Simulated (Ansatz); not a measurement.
# WAu (F-43m) in Ansatz: reference runs

How does WAu come out in PBE? The cell is run as given and disturbed.

All numbers are computed with Ansatz 0.2.0; they aren't measurements. Logs are shortened: lines on timing, memory, paths and dates and some standing lists are left out, and cuts for length are marked.

## 1. The structure

It takes space group F-43m (No. 216, cubic). The conventional cell has a = 5.818 Å, b = 5.818 Å, c = 5.818 Å, α = 90.00°, β = 90.00°, γ = 90.00°. W (site symmetry -43m) is surrounded by 4 Au at 2.52 Å. Au (site symmetry -43m) has 4 W at 2.52 Å as nearest neighbours.

The cell was built by a generator and needn't be a form met in nature.

## 2. Single point, PBE

Input file input.yaml:

```yaml
crystal:
  lattice:
    - [0.0, 2.90921, 2.90921]
    - [2.90921, 0.0, 2.90921]
    - [2.90921, 2.90921, 0.0]
  atoms:
    - { symbol: W, position: [0.0, 0.0, 0.0] }
    - { symbol: Au, position: [0.75, 0.75, 0.75] }
hamiltonian:
  xc: pbe
  pseudopotentials: { kind: paw }
kpoints:
  mp_grid: { grid: [8, 8, 8] }
scf:
  occupations: { method: fermi_dirac, width: 0.05 }
output:
  forces: true
  stress: true
  eigenvalues: true
```

Potentials or basis: Ansatz PAW.

Launch:

```sh
$ ansatz run input.yaml --threads 2 --pin off --max-ram 5632MiB --backend cpu --events-out ev --progress --plain --runs-dir out
```

The program printed:

```text
Warning: RAYON_NUM_THREADS=2 ignored (pool sized by the plan → 2); use --threads N
Engine: ansatz 0.2.0, x86_64-unknown-linux-gnu
Pseudopotentials: kind: paw
Pseudopotential: W, paw, valence charge 14, recommended cutoff 420 eV (normal), W.paw.azcp
Pseudopotential: Au, paw, valence charge 19, recommended cutoff 420 eV (normal), Au.paw.azcp
Functional definition: PBE
  parameter kappa = 0.804
  parameter beta = 0.06672455060314922
  exchange = pbe_x(kappa = kappa, mu = beta*pi^2/3)
  correlation = pbe_c(beta = beta)
Crystal: 2 atoms, lattice volume = 49.244 Å³
Basis set: ecut = 420 eV, 941 PW (Γ), exchange–correlation on 60×60×60 points (8 copies of the dense FFT grid, shifted against one another)
Bands: 21, of which v1, the nominal top of the filled ones, is band 17 counted from 1 (16 counted from 0)
Symmetry: 24 space group operations
Space group: F-43m (ITA 216), of the structure as read, at distance tolerance 3.7e-5 Å
k-points: 29 of 512 (time reversal used)
Non-local potential: W, projectors of the file, l = 0: 3, l = 1: 2, l = 2: 2, l = 3: 1
Non-local potential: Au, projectors of the file, l = 0: 3, l = 1: 2, l = 2: 2, l = 3: 1
PAW form: soft (Blöchl's): semilocal exchange-correlation on the pseudo side does not see the compensation charge
PAW one-centre angular grid: W, 590 points (default); XC on 64 Gauss nodes
PAW one-centre angular grid: Au, 590 points (default); XC on 64 Gauss nodes
Initial density: superposition of atomic densities (neutral atoms: chi_scale 0, normalization atom), corrected by the library's trained network
Initial wavefunctions: pseudopotential atomic-orbital guess
Functional: x = pbe(κ = 0.804, μ = 0.2195149727645171), c = pbe(β = 0.06672455060314922)
SCF iter   1: F=—  HF=-23530.312865 eV  |F-HF|=—  |Δ(HF+E_count)|=         —  Δρ=6.72e-3  dr2=2.01e-2  ethr=1.77e-3  ⟨swp⟩=6.1  Hψ=2634  notcnv=0
preconditioner: auto → Kerker (q_TF=auto, 2.552 Å⁻¹)  [metal: Δε(μ)=0.072 eV  Ē_g=6.840 eV  σ=0.050 eV  W_gap=0.34  n_scr=14 (ndim 8)  ℏωp=21.8 eV  f_vac=0.009  D(μ)=2.28/eV (n_scr^D=14)]
SCF iter   2: F=—  HF=-23530.311779 eV  |F-HF|=—  |Δ(HF+E_count)|=   1.09e-3  Δρ=3.45e-3  dr2=3.74e-3  ethr=6.08e-5  ⟨swp⟩=2.7  Hψ=1118  notcnv=0
SCF iter   3: F=—  HF=-23530.311510 eV  |F-HF|=—  |Δ(HF+E_count)|=   2.69e-4  Δρ=1.16e-3  dr2=5.16e-4  ethr=1.13e-5  ⟨swp⟩=2.6  Hψ=832  notcnv=0
SCF iter   4: F=—  HF=-23530.311527 eV  |F-HF|=—  |Δ(HF+E_count)|=   1.67e-5  Δρ=2.99e-4  dr2=7.44e-5  ethr=1.56e-6  ⟨swp⟩=2.0  Hψ=725  notcnv=0
SCF iter   5: F=—  HF=-23530.311539 eV  |F-HF|=—  |Δ(HF+E_count)|=   1.29e-5  Δρ=1.21e-4  dr2=1.02e-5  ethr=2.26e-7  ⟨swp⟩=2.2  Hψ=799  notcnv=0
SCF iter   6: F=—  HF=-23530.311542 eV  |F-HF|=—  |Δ(HF+E_count)|=   2.94e-6  Δρ=4.03e-5  dr2=9.38e-7  ethr=3.09e-8  ⟨swp⟩=2.3  Hψ=914  notcnv=0
SCF iter   7: F=-23530.311543 eV  HF=-23530.311543 eV  |F-HF|=1.02e-8  |Δ(HF+E_count)|=   2.44e-7  Δρ=7.71e-6  dr2=4.08e-8  ethr=3.03e-10  ⟨swp⟩=3.7  Hψ=2504  notcnv=0
SCF 1 converged in 7 iterations: F = -23530.311543 eV  dr2 = 4.08e-8
SCF converged after 7 iterations
Free energy (F): -23530.311543 eV
Harris-Foulkes:  -23530.311543 eV  (|F-HF|=1.02e-8)
Internal energy: -23530.292193 eV  (E = F + TS)
E sigma→0 (E₀):  -23530.301868 eV
Entropy (-TS):   -0.019349 eV (-9.675 meV/atom)
Fermi energy:    13.077962 eV
--- Per-component energies (eV) ---
  E_band       = -583.835610
  E_kinetic    = 1047.729752
  E_local      = -3696.042653  (includes V_loc(G=0)·N_el)
  E_nonlocal   = 71.400126
  E_hartree    = 1492.936784
  E_xc         = -491.952127
  E_vxc        = -510.079227  (∫ρ·V_xc dr)
  E_paw        = -18266.364542  (= ΣΔE_a)
  E_vpaw       = -482.725267  (= ΣTr[D̂ρ^β])
  E_aug_tail   = 0.001350  (compensation charges beyond the density's cutoff)
  E_ewald      = -3688.000882
  E_smearing   = -0.019349  (= −TS)
  E_closure    = 0.000000  (closes the sum)
  Σ components = -23530.311543   (vs F -23530.311543, Δ=0.00e0)
--- Forces (eV/Å), atoms counted from 1 ---
  atom   1  W     -0.00000000     0.00000000     0.00000000
  atom   2  Au     0.00000000    -0.00000000    -0.00000000
  max |Σ_I F_I| component: 1.48e-16 eV/Å
--- Stress (GPa, compression-positive) ---
        0.017791      -0.000000      -0.000000
       -0.000000       0.017791       0.000000
       -0.000000       0.000000       0.017791
  P = ⅓ Tr σ = 0.0178 GPa (0.178 kbar)
--- Band table (eV; the first three rows and the last of 29) ---
  k-point 0: bands = ["-93.9149", "-61.1696", "-45.2865", "-45.2865", "-45.2865", "-25.4006", "-25.4006", "-25.4006", "5.5572", "7.3613", "7.3613", "7.4600", "7.4600", "7.4600", "12.3419", "12.3419", "12.3419", "14.6030", "14.6030", "21.4515", "24.1175"]
  k-point 1: bands = ["-93.9149", "-61.1697", "-45.2866", "-45.2866", "-45.2863", "-25.4027", "-25.4004", "-25.4004", "5.7885", "7.2591", "7.2591", "7.4380", "7.5877", "7.5877", "12.1060", "12.3993", "12.3993", "14.5583", "14.5583", "21.2566", "22.1464"]
  k-point 2: bands = ["-93.9149", "-61.1699", "-45.2869", "-45.2869", "-45.2858", "-25.4075", "-25.3998", "-25.3998", "6.3700", "7.2168", "7.2168", "7.4464", "7.6789", "7.6789", "11.6266", "12.5564", "12.5564", "14.4744", "14.4744", "18.5449", "21.9463"]
  k-point 28: bands = ["-93.9149", "-61.1704", "-45.2886", "-45.2882", "-45.2827", "-25.4152", "-25.4027", "-25.3976", "6.9130", "6.9726", "7.2071", "7.8517", "7.8643", "9.0253", "11.6268", "11.9891", "14.0541", "14.6380", "14.9679", "15.3905", "15.6245"]
```

Run time: 2.7 s. Hardware: 2 threads of Intel Xeon at 2.50GHz (Skylake/Cascade Lake), shared host; peak memory 0.36 GiB.

Results:

```
Free energy            : -23530.3115 eV
Pressure               : 0.0 GPa
Band gap on the k mesh : none (metal or under the smearing width)
```

## 3. Single point, PBE (atoms moved at random, drawn with an rms of 0.05 Å)

Changes to input.yaml since step 2:

```diff
@@ -6,4 +6,4 @@
   atoms:
-    - { symbol: W, position: [0.0, 0.0, 0.0] }
-    - { symbol: Au, position: [0.75, 0.75, 0.75] }
+    - { symbol: W, position: [-0.00333, -0.013733, -0.000856] }
+    - { symbol: Au, position: [0.748516, 0.755522, 0.746404] }
 hamiltonian:
```

Potentials or basis: Ansatz PAW.

Launch:

```sh
$ ansatz run input.yaml --threads 2 --pin off --max-ram 5632MiB --backend cpu --events-out ev --progress --plain --runs-dir out
```

The program printed:

```text
Warning: RAYON_NUM_THREADS=2 ignored (pool sized by the plan → 2); use --threads N
[... 9 set-up lines as earlier in the session ...]
Crystal: 2 atoms, lattice volume = 49.244 Å³
Basis set: ecut = 420 eV, 941 PW (Γ), exchange–correlation on 60×60×60 points (8 copies of the dense FFT grid, shifted against one another)
Bands: 21, of which v1, the nominal top of the filled ones, is band 17 counted from 1 (16 counted from 0)
Symmetry: 1 space group operations
Space group: P1 (ITA 1), of the structure as read, at distance tolerance 3.7e-5 Å
k-points: 260 of 512 (time reversal used)
[... 8 set-up lines as earlier in the session ...]
SCF iter   1: F=—  HF=-23530.276335 eV  |F-HF|=—  |Δ(HF+E_count)|=         —  Δρ=6.84e-3  dr2=2.14e-2  ethr=1.77e-3  ⟨swp⟩=6.0  Hψ=23616  notcnv=0
preconditioner: auto → Kerker (q_TF=auto, 2.552 Å⁻¹)  [metal: Δε(μ)=0.019 eV  Ē_g=6.843 eV  σ=0.050 eV  W_gap=0.09  n_scr=14 (ndim 8)  ℏωp=21.8 eV  f_vac=0.009  D(μ)=2.29/eV (n_scr^D=14)]
SCF iter   2: F=—  HF=-23530.275085 eV  |F-HF|=—  |Δ(HF+E_count)|=   1.25e-3  Δρ=3.50e-3  dr2=3.95e-3  ethr=6.49e-5  ⟨swp⟩=2.7  Hψ=10006  notcnv=0
SCF iter   3: F=—  HF=-23530.274800 eV  |F-HF|=—  |Δ(HF+E_count)|=   2.85e-4  Δρ=1.20e-3  dr2=5.73e-4  ethr=1.20e-5  ⟨swp⟩=2.6  Hψ=7266  notcnv=0
SCF iter   4: F=—  HF=-23530.274815 eV  |F-HF|=—  |Δ(HF+E_count)|=   1.48e-5  Δρ=3.09e-4  dr2=8.09e-5  ethr=1.74e-6  ⟨swp⟩=2.0  Hψ=6345  notcnv=0
SCF iter   5: F=—  HF=-23530.274820 eV  |F-HF|=—  |Δ(HF+E_count)|=   5.21e-6  Δρ=1.27e-4  dr2=1.10e-5  ethr=2.45e-7  ⟨swp⟩=2.3  Hψ=7233  notcnv=0
SCF iter   6: F=—  HF=-23530.274823 eV  |F-HF|=—  |Δ(HF+E_count)|=   2.97e-6  Δρ=4.32e-5  dr2=1.09e-6  ethr=3.33e-8  ⟨swp⟩=2.3  Hψ=8173  notcnv=0
SCF iter   7: F=-23530.274823 eV  HF=-23530.274823 eV  |F-HF|=1.04e-8  |Δ(HF+E_count)|=   2.62e-7  Δρ=8.27e-6  dr2=4.61e-8  ethr=3.03e-10  ⟨swp⟩=3.6  Hψ=22691  notcnv=0
SCF 1 converged in 7 iterations: F = -23530.274823 eV  dr2 = 4.61e-8
SCF converged after 7 iterations
Free energy (F): -23530.274823 eV
Harris-Foulkes:  -23530.274823 eV  (|F-HF|=1.04e-8)
Internal energy: -23530.255465 eV  (E = F + TS)
E sigma→0 (E₀):  -23530.265144 eV
Entropy (-TS):   -0.019358 eV (-9.679 meV/atom)
Fermi energy:    13.083394 eV
--- Per-component energies (eV) ---
  E_band       = -583.937681
  E_kinetic    = 1047.861908
  E_local      = -3697.956497  (includes V_loc(G=0)·N_el)
  E_nonlocal   = 71.425601
  E_hartree    = 1493.799638
  E_xc         = -491.979751
  E_vxc        = -510.115143  (∫ρ·V_xc dr)
  E_paw        = -18266.390375  (= ΣΔE_a)
  E_vpaw       = -482.761261  (= ΣTr[D̂ρ^β])
  E_aug_tail   = 0.001346  (compensation charges beyond the density's cutoff)
  E_ewald      = -3687.017334
  E_smearing   = -0.019358  (= −TS)
  E_closure    = 0.000000  (closes the sum)
  Σ components = -23530.274823   (vs F -23530.274823, Δ=0.00e0)
--- Forces (eV/Å), atoms counted from 1 ---
  atom   1  W      0.58373254     0.05382012     0.74479935
  atom   2  Au    -0.58373286    -0.05381904    -0.74479989
  max |Σ_I F_I| component: 1.08e-6 eV/Å
--- Stress (GPa, compression-positive) ---
        0.358555       3.023606       0.207749
        3.023606       0.484849       2.365141
        0.207749       2.365141       0.280905
  P = ⅓ Tr σ = 0.3748 GPa (3.748 kbar)
--- Band table (eV; the first three rows and the last of 260) ---
  k-point 0: bands = ["-93.9201", "-61.1677", "-45.3430", "-45.2904", "-45.2440", "-25.4119", "-25.3956", "-25.3930", "5.5541", "7.3450", "7.3477", "7.4474", "7.4719", "7.4757", "12.2808", "12.3302", "12.4121", "14.5824", "14.6027", "21.4348", "23.8865"]
  k-point 1: bands = ["-93.9201", "-61.1678", "-45.3429", "-45.2903", "-45.2441", "-25.4124", "-25.3967", "-25.3929", "5.7861", "7.2349", "7.2578", "7.4342", "7.5850", "7.5974", "12.0907", "12.3685", "12.4469", "14.5436", "14.5602", "21.2547", "22.1244"]
  k-point 2: bands = ["-93.9201", "-61.1680", "-45.3427", "-45.2901", "-45.2444", "-25.4143", "-25.3987", "-25.3927", "6.3686", "7.1763", "7.2275", "7.4238", "7.6674", "7.7031", "11.6255", "12.5537", "12.5688", "14.4728", "14.4835", "18.5587", "21.8877"]
  k-point 259: bands = ["-93.9201", "-61.1686", "-45.3402", "-45.2912", "-45.2448", "-25.4266", "-25.3924", "-25.3912", "6.8267", "7.2844", "7.3673", "7.5447", "7.5657", "8.0646", "11.1996", "12.7583", "12.8980", "14.5630", "14.5798", "15.2367", "20.6330"]
```

It took 17 s on 2 threads of Intel Xeon at 2.50GHz (Skylake/Cascade Lake), shared host; peak memory 0.56 GiB.

Results:

```
Free energy            : -23530.2748 eV
Pressure               : 0.4 GPa
Largest force          : 0.948 eV/Å
Band gap on the k mesh : none (metal or under the smearing width)
```

Forces on the atoms (eV/Å):
```
W    0.584  0.054  0.745
Au  -0.584 -0.054 -0.745
```

Stress tensor (GPa, compression positive):
```
0.36 3.02 0.21
3.02 0.48 2.37
0.21 2.37 0.28
```

The run has no spin-orbit coupling, so splittings on Au, W are missing.
